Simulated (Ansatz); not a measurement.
# Cl4H2NTa: molecular dynamics

Purpose: to follow the molecule's vibrations and see whether its bonds hold. The start is relaxed first. Runs: 300 steps of 1 fs at constant energy, with velocities drawn for 200 K.

Method: RKS PBE0/def2-SVP, in Ansatz 0.2.0.

## Step 1: The system as given

Bond lengths: Ta1–N2 2.160 Å, N2–H3 1.060 Å, N2–H4 1.060 Å, Ta1–Cl5 2.470 Å, Ta1–Cl6 2.470 Å, Ta1–Cl7 2.470 Å, Ta1–Cl8 2.470 Å. Angles: Ta1–N2–H3 120.0°, Ta1–N2–H4 120.0°, H3–N2–H4 120.0°, N2–Ta1–Cl5 90.0°, N2–Ta1–Cl6 90.0°, N2–Ta1–Cl7 120.0°, N2–Ta1–Cl8 120.0°, Cl5–Ta1–Cl6 180.0°, Cl5–Ta1–Cl7 90.0°, Cl5–Ta1–Cl8 90.0°, Cl6–Ta1–Cl7 90.0°, Cl6–Ta1–Cl8 90.0°, Cl7–Ta1–Cl8 120.0°.

Structure file:

```xyz
8

Ta    0.0000    0.0000    0.0000
N     2.1600    0.0000    0.0000
H     2.6900   -0.5118    0.7620
H     2.6900    0.5118   -0.7620
Cl    0.0000    0.0000    2.4700
Cl    0.0000    0.0000   -2.4700
Cl   -1.2350    2.1390    0.0000
Cl   -1.2350   -2.1390    0.0000
```

## Step 2: Relaxing the start

input.yaml reads:

```yaml
crystal:
  periodic: [false, false, false]
  atoms:
    - { symbol: Ta, position_ang: [0.0, 0.0, 0.0] }
    - { symbol: "N", position_ang: [2.16, 0.0, 0.0] }
    - { symbol: H, position_ang: [2.69, -0.5118, 0.762] }
    - { symbol: H, position_ang: [2.69, 0.5118, -0.762] }
    - { symbol: Cl, position_ang: [0.0, 0.0, 2.47] }
    - { symbol: Cl, position_ang: [0.0, 0.0, -2.47] }
    - { symbol: Cl, position_ang: [-1.235, 2.139, 0.0] }
    - { symbol: Cl, position_ang: [-1.235, -2.139, 0.0] }
basis:
  gaussian: { orbitals: def2-SVP }
hamiltonian:
  xc: pbe0
relax:
  f_tol: 0.02
  max_steps: 40
output:
  orbitals: {}
```

The run is started by

```sh
> ansatz run input.yaml --threads 2 --pin off --max-ram 3072MiB --backend cpu --events-out ev --progress --plain --runs-dir out
```

Log, shortened:

```text
Warning: RAYON_NUM_THREADS=2 ignored (pool sized by the plan → 2); use --threads N
[...]
Functional definition: PBE0
[...]
1309 factors; integrals over basis functions are off by at most 2.1e-4 eV
[...]
mean field -53135.95739732 eV, -1952.7104175060 hartree, gradient 3.2e-5 eV, S^2 0.000000; 0 other end points of the search recorded, 0 dependent functions left out
[...]
reference -53135.95744341 eV, -1952.7104191996 hartree; 45, 45 occupied and 83, 83 virtual orbitals, 1309 factors
relax step   1: F+E_penalty+E_count = -53135.95739732 eV  Δ(F+E_penalty+E_count) = +0.000e0 eV  max|allowed force component| = 3.031e0 eV/Å  Δτ_max = 0.0000 Å  (34 SCF iters, accepted)
[...]
relax step   6: F+E_penalty+E_count = -53137.47964049 eV  Δ(F+E_penalty+E_count) = -5.923e-4 eV  max|allowed force component| = 5.947e-2 eV/Å  Δτ_max = 0.0318 Å  (35 SCF iters, accepted)
[...]
relax step   7: F+E_penalty+E_count = -53137.47994624 eV  Δ(F+E_penalty+E_count) = -3.057e-4 eV  max|allowed force component| = 1.140e-2 eV/Å  Δτ_max = 0.0106 Å  (35 SCF iters, accepted)
1309 factors; integrals over basis functions are off by at most 3.1e-4 eV
mean field -53137.47994624 eV, -1952.7663701466 hartree, gradient 2.1e-5 eV, S^2 0.000000; 1 other end points of the search recorded, 0 dependent functions left out
[...]
reference -53137.47999161 eV, -1952.7663718140 hartree; 45, 45 occupied and 83, 83 virtual orbitals, 1309 factors
Total energy: -53137.47999161 eV, -1952.7663718140 hartree
Atom 0 at    -0.006975    -0.000000    -0.000000 Å, force     0.009884    -0.000000     0.000000 eV/Å
Atom 1 at     1.944842    -0.000000    -0.000000 Å, force    -0.011400     0.000000     0.000000 eV/Å
Atom 2 at     2.508324    -0.036604     0.845143 Å, force     0.003145     0.000840     0.002797 eV/Å
Atom 3 at     2.508324     0.036604    -0.845143 Å, force     0.003145    -0.000840    -0.002797 eV/Å
Atom 4 at     0.185656    -0.097069     2.324393 Å, force    -0.001455    -0.001000     0.002297 eV/Å
Atom 5 at     0.185656     0.097069    -2.324393 Å, force    -0.001455     0.001000    -0.002297 eV/Å
Atom 6 at    -1.127914     2.011756     0.084178 Å, force    -0.000932     0.002308    -0.000543 eV/Å
Atom 7 at    -1.127914    -2.011756    -0.084178 Å, force    -0.000932    -0.002308     0.000543 eV/Å
Dipole moment:     0.552963    -0.000000    -0.000000 e Å
```

Run time: 56 s. Hardware: 2 threads of Arm Neoverse V1, shared host; peak memory 0.37 GiB.

Relaxation path:

```tsv
step	energy from step 1 (eV)	largest force component (eV/Å)
1	0.0000	3.0313
2	-1.3268	0.6093
3	-1.4407	0.8130
4	-1.4671	1.5253
5	-1.5217	0.1272
6	-1.5222	0.0595
7	-1.5225	0.0114
```

Step 1 is the start.

After: Bond lengths: Ta1–N2 1.952 Å, N2–H3 1.016 Å, N2–H4 1.016 Å, Ta1–Cl5 2.334 Å, Ta1–Cl6 2.334 Å, Ta1–Cl7 2.305 Å, Ta1–Cl8 2.305 Å. Angles: Ta1–N2–H3 123.7°, Ta1–N2–H4 123.7°, H3–N2–H4 112.7°, N2–Ta1–Cl5 85.3°, N2–Ta1–Cl6 85.3°, N2–Ta1–Cl7 119.1°, N2–Ta1–Cl8 119.1°, Cl5–Ta1–Cl6 170.5°, Cl5–Ta1–Cl7 92.3°, Cl5–Ta1–Cl8 92.3°, Cl6–Ta1–Cl7 92.3°, Cl6–Ta1–Cl8 92.3°, Cl7–Ta1–Cl8 121.8°.

## Step 3: The run

300 steps of 1 fs at constant energy, with velocities drawn for 200 K, from the relaxed start. H is given a mass of 2.014 u.

input.yaml reads:

```yaml
crystal:
  periodic: [false, false, false]
  atoms:
    - { symbol: Ta, position_ang: [-0.006975, 0.0, 0.0] }
    - { symbol: "N", position_ang: [1.944842, 0.0, 0.0] }
    - { symbol: H, position_ang: [2.508324, -0.036604, 0.845143] }
    - { symbol: H, position_ang: [2.508324, 0.036604, -0.845143] }
    - { symbol: Cl, position_ang: [0.185656, -0.097069, 2.324393] }
    - { symbol: Cl, position_ang: [0.185656, 0.097069, -2.324393] }
    - { symbol: Cl, position_ang: [-1.127914, 2.011756, 0.084178] }
    - { symbol: Cl, position_ang: [-1.127914, -2.011756, -0.084178] }
basis:
  gaussian: { orbitals: def2-SVP }
hamiltonian:
  xc: pbe0
md:
  timestep: 1.0
  n_steps: 300
  ensemble: nve
  temperature: 200.0
  initial_velocities: maxwell_boltzmann
  seed: 513574
  masses: [{ species: H, mass: 2.014 }]
```

The run is started by

```sh
> ansatz run input.yaml --threads 2 --pin off --max-ram 3072MiB --backend cpu --events-out ev --progress --plain --runs-dir out
```

Log, shortened:

```text
Warning: RAYON_NUM_THREADS=2 ignored (pool sized by the plan → 2); use --threads N
[...]
[... 1 set-up line as earlier in the session ...]
[...]
1312 factors; integrals over basis functions are off by at most 3.8e-4 eV
[...]
mean field -53137.47993760 eV, -1952.7663698294 hartree, gradient 7.6e-5 eV, S^2 0.000000; 0 other end points of the search recorded, 0 dependent functions left out
[...]
reference -53137.47998297 eV, -1952.7663714967 hartree; 45, 45 occupied and 83, 83 virtual orbitals, 1312 factors
md step     0: t =     0.00 fs  T =   200.0 K  F+E_penalty+E_count = -53137.47993760 eV  E_kin = 0.155112 eV  conserved = -53137.32482561 eV  (31 SCF iters)
[...]
md step    20: t =    20.00 fs  T =    67.0 K  F+E_penalty+E_count = -53137.37652591 eV  E_kin = 0.051972 eV  conserved = -53137.32455413 eV  (34 SCF iters)
[...]
md step    40: t =    40.00 fs  T =    82.5 K  F+E_penalty+E_count = -53137.38853923 eV  E_kin = 0.063984 eV  conserved = -53137.32455540 eV  (35 SCF iters)
[...]
md step    60: t =    60.00 fs  T =    92.6 K  F+E_penalty+E_count = -53137.39654260 eV  E_kin = 0.071805 eV  conserved = -53137.32473755 eV  (35 SCF iters)
[...]
md step    79: t =    79.00 fs  T =    70.5 K  F+E_penalty+E_count = -53137.37936628 eV  E_kin = 0.054676 eV  conserved = -53137.32469023 eV  (34 SCF iters)
md step    80: t =    80.00 fs  T =    72.3 K  F+E_penalty+E_count = -53137.38068268 eV  E_kin = 0.056069 eV  conserved = -53137.32461351 eV  (34 SCF iters)
```

## Step 4: The output, continued: dynamics from the start

The log, continued, shortened:

```text
md step    81: t =    81.00 fs  T =    74.5 K  F+E_penalty+E_count = -53137.38226773 eV  E_kin = 0.057750 eV  conserved = -53137.32451800 eV  (35 SCF iters)
[...]
md step   107: t =   107.00 fs  T =   119.9 K  F+E_penalty+E_count = -53137.41754938 eV  E_kin = 0.092991 eV  conserved = -53137.32455819 eV  (35 SCF iters)
[...]
md step   133: t =   133.00 fs  T =   129.5 K  F+E_penalty+E_count = -53137.42521334 eV  E_kin = 0.100469 eV  conserved = -53137.32474476 eV  (34 SCF iters)
[...]
md step   159: t =   159.00 fs  T =    70.9 K  F+E_penalty+E_count = -53137.37962693 eV  E_kin = 0.054953 eV  conserved = -53137.32467389 eV  (35 SCF iters)
[...]
md step   183: t =   183.00 fs  T =    81.6 K  F+E_penalty+E_count = -53137.38795359 eV  E_kin = 0.063310 eV  conserved = -53137.32464402 eV  (34 SCF iters)
md step   184: t =   184.00 fs  T =    88.8 K  F+E_penalty+E_count = -53137.39342597 eV  E_kin = 0.068864 eV  conserved = -53137.32456220 eV  (34 SCF iters)
```

## Step 5: The output, continued: dynamics from the start

The log, continued, shortened:

```text
md step   185: t =   185.00 fs  T =    97.3 K  F+E_penalty+E_count = -53137.39999114 eV  E_kin = 0.075447 eV  conserved = -53137.32454373 eV  (34 SCF iters)
[...]
md step   206: t =   206.00 fs  T =   118.4 K  F+E_penalty+E_count = -53137.41655458 eV  E_kin = 0.091823 eV  conserved = -53137.32473163 eV  (32 SCF iters)
[...]
md step   227: t =   227.00 fs  T =   128.9 K  F+E_penalty+E_count = -53137.42450902 eV  E_kin = 0.099961 eV  conserved = -53137.32454814 eV  (34 SCF iters)
[...]
md step   248: t =   248.00 fs  T =   115.0 K  F+E_penalty+E_count = -53137.41394978 eV  E_kin = 0.089219 eV  conserved = -53137.32473061 eV  (35 SCF iters)
[...]
md step   299: t =   299.00 fs  T =    85.9 K  F+E_penalty+E_count = -53137.39119251 eV  E_kin = 0.066625 eV  conserved = -53137.32456724 eV  (35 SCF iters)
[...]
md step   300: t =   300.00 fs  T =    81.5 K  F+E_penalty+E_count = -53137.38771853 eV  E_kin = 0.063202 eV  conserved = -53137.32451671 eV  (33 SCF iters)
Total energy: -53137.38776399 eV, -1952.7629825115 hartree
Atom 0 at    -0.002474     0.016740     0.016720 Å, force    -0.026414    -0.471111     0.235429 eV/Å
Atom 1 at     1.952992    -0.093025    -0.057765 Å, force    -0.026787     0.196958    -0.738365 eV/Å
Atom 2 at     2.669422    -0.043467     0.653509 Å, force    -0.050705    -0.036157     0.445027 eV/Å
Atom 3 at     2.379304    -0.104085    -0.992180 Å, force    -0.090390    -0.012207     0.438777 eV/Å
Atom 4 at     0.178294    -0.095473     2.329941 Å, force     0.070301     0.022545     0.014009 eV/Å
Atom 5 at     0.174616     0.047151    -2.283483 Å, force    -0.070182     0.186847    -0.659496 eV/Å
Atom 6 at    -1.159589     2.024863     0.066835 Å, force     0.140098    -0.120007     0.026990 eV/Å
Atom 7 at    -1.105856    -2.016847    -0.156575 Å, force     0.054078     0.233132     0.237628 eV/Å
Dipole moment:     0.577255     0.037065    -0.002056 e Å
```

It took 35 min on 2 threads of Arm Neoverse V1, shared host; peak memory 0.37 GiB.

## Step 6: The trajectory

The trajectory, every 16 steps (energies from step 0):

```tsv
time (fs)	T (K)	potential energy change (meV/atom)	total energy change (meV/atom)
0.0	200	0.0	0.00
16.0	81	11.6	0.04
32.0	89	10.8	0.02
48.0	79	11.8	0.02
64.0	85	11.2	0.03
80.0	72	12.4	0.03
96.0	159	4.0	0.01
112.0	98	9.9	0.04
128.0	134	6.4	0.01
144.0	89	10.8	0.03
160.0	66	13.0	0.03
176.0	38	15.8	0.02
192.0	145	5.3	0.02
208.0	106	9.2	0.03
224.0	127	7.1	0.01
240.0	109	8.9	0.04
256.0	102	9.5	0.02
272.0	43	15.3	0.02
288.0	102	9.5	0.03
300.0	81	11.5	0.04
```

time (fs), T (K) and a bar:
```
      0.0        200 ##############################
     13.0        106 #############
     26.0         74 #######
     39.0         84 #########
     52.0         81 ########
     65.0         84 #########
     78.0         68 ######
     91.0        141 ###################
    104.0        138 ###################
    117.0         97 ###########
    130.0        131 ##################
    143.0         90 ##########
    157.0         77 ########
    170.0         34 
    183.0         82 #########
    196.0        151 #####################
    209.0        101 ############
    222.0        119 ###############
    235.0        124 ################
    248.0        115 ###############
    261.0         84 #########
    274.0         45 ##
    287.0        100 ############
    300.0         81 #########
```

Maxima of the velocity power spectrum (cm⁻¹, relative height; resolution about 220 cm⁻¹): 170 (100), 330 (95).

## Step 7: Positions and forces

Positions (Å) and forces (eV/Å):

```xyz
8
time_fs=38.0 T=87 dE=0.0878
Ta   -0.003    0.018    0.019   -0.055   -0.184   -0.064
N     1.955   -0.081   -0.066   -0.159    0.080    0.466
H     2.646   -0.156    0.684   -0.341    0.065   -0.030
H     2.392   -0.087   -0.976    0.256   -0.009   -0.243
Cl    0.183   -0.096    2.326    0.080   -0.034    0.087
Cl    0.178    0.019   -2.291   -0.061    0.290   -0.492
Cl   -1.172    2.039    0.084    0.280   -0.348   -0.041
Cl   -1.101   -2.009   -0.175   -0.001    0.140    0.318
8
time_fs=75.0 T=62 dE=0.1073
Ta   -0.008    0.020    0.019    0.406   -0.569   -0.881
N     1.935   -0.087   -0.004   -0.152    0.203    0.817
H     2.406   -0.041    0.903    0.104   -0.066   -0.316
H     2.571   -0.196   -0.777    0.162    0.029   -0.416
Cl    0.205   -0.103    2.358   -0.123    0.061   -0.246
Cl    0.150    0.038   -2.374    0.072    0.166    0.783
Cl   -1.143    1.991    0.073   -0.201    0.494    0.049
Cl   -1.085   -1.979   -0.161   -0.268   -0.318    0.210
8
time_fs=112.0 T=98 dE=0.0793
Ta    0.004   -0.007   -0.014   -0.693    0.281    1.257
N     1.948    0.004    0.078    0.079   -0.097    0.056
H     2.562   -0.086    0.890   -0.322    0.058   -0.157
H     2.465    0.061   -0.784    0.414    0.026   -0.399
Cl    0.183   -0.093    2.312   -0.138   -0.009    0.136
Cl    0.154    0.119   -2.282    0.210    0.002   -0.893
Cl   -1.141    2.036    0.076    0.280   -0.473    0.021
Cl   -1.140   -2.027   -0.069    0.170    0.211   -0.021
8
time_fs=150.0 T=81 dE=0.0925
Ta   -0.006   -0.021   -0.006    0.322   -0.009   -0.741
N     1.944    0.068   -0.059   -0.029   -0.112    0.917
H     2.476    0.023    0.812   -0.051   -0.022   -0.125
H     2.551    0.262   -0.843    0.007   -0.019   -0.380
Cl    0.132   -0.083    2.313    0.231   -0.019    0.144
Cl    0.210    0.196   -2.361   -0.211   -0.254    0.471
Cl   -1.079    1.979    0.088   -0.330    0.440   -0.009
Cl   -1.154   -2.026    0.015    0.060   -0.005   -0.276
8
time_fs=188.0 T=126 dE=0.0572
Ta   -0.008   -0.025   -0.016    0.247    0.681    0.406
N     1.949    0.064   -0.005   -0.280   -0.189   -0.105
H     2.566    0.062    0.802   -0.076   -0.035    0.094
H     2.457    0.076   -0.885    0.110    0.055    0.014
Cl    0.146   -0.080    2.339    0.101    0.017   -0.403
Cl    0.209    0.185   -2.349   -0.129   -0.245    0.271
Cl   -1.097    2.013    0.097    0.011   -0.202   -0.031
Cl   -1.142   -2.025    0.001    0.015   -0.082   -0.246
8
time_fs=225.0 T=129 dE=0.0553
Ta   -0.006    0.005   -0.008   -0.279   -0.435    0.414
N     1.946   -0.056    0.061   -0.156    0.167   -0.456
H     2.440   -0.118    0.944    0.213    0.019   -0.017
H     2.546    0.055   -0.756   -0.002   -0.096    0.167
Cl    0.197   -0.076    2.291   -0.136   -0.066    0.591
Cl    0.163    0.094   -2.285    0.189    0.093   -0.743
Cl   -1.131    2.022    0.095    0.029   -0.009   -0.031
Cl   -1.118   -2.040   -0.096    0.142    0.326    0.075
8
time_fs=262.0 T=77 dE=0.0952
Ta   -0.011    0.017    0.020    0.100    0.015   -0.674
N     1.925   -0.097   -0.020    0.166   -0.037   -0.268
H     2.441   -0.167    0.848    0.288    0.019    0.099
H     2.497   -0.226   -0.858   -0.175    0.125    0.277
Cl    0.205   -0.087    2.367   -0.090    0.018   -0.429
Cl    0.165    0.030   -2.374    0.011    0.228    0.765
Cl   -1.153    2.017    0.083    0.036    0.061   -0.012
Cl   -1.068   -1.983   -0.171   -0.334   -0.431    0.243
8
time_fs=300.0 T=81 dE=0.0922
Ta   -0.003    0.017    0.017   -0.026   -0.471    0.235
N     1.953   -0.093   -0.058   -0.027    0.197   -0.738
H     2.669   -0.043    0.653   -0.051   -0.036    0.445
H     2.379   -0.104   -0.992   -0.090   -0.012    0.439
Cl    0.178   -0.096    2.330    0.070    0.022    0.014
Cl    0.175    0.047   -2.284   -0.070    0.187   -0.659
Cl   -1.160    2.025    0.067    0.140   -0.120    0.027
Cl   -1.106   -2.017   -0.157    0.054    0.233    0.238
```

## Step 8: Results

| quantity | value |
| --- | --- |
| relaxation of the start | 6 moves, 1.523 eV lower |
| length | 300 steps of 1 fs |
| temperature, first and last step | 200 and 81 K |
| temperature, second half | mean 94 K, from 29 to 152 K |
| potential energy, second half | +10 meV/atom from the start |
| largest change of the total energy | 0.04 meV/atom |
| bonds formed or broken | 0 |

What this shows: The temperature starts at 200 K and averages 94 K in the second half, where it ranges from 29 to 152 K; a mean near half the start is what vibrations about a minimum give, since they share energy equally between motion and strain. The total energy strays from its start by at most 0.04 meV/atom, 0.4 % of the mean kinetic energy, so a step of 1 fs is short enough over this time. No bond forms or breaks. A run of 300 fs with 8 atoms shows the motion but fixes no equilibrium value. The nuclei move classically, without zero-point motion, which matters most for hydrogen.
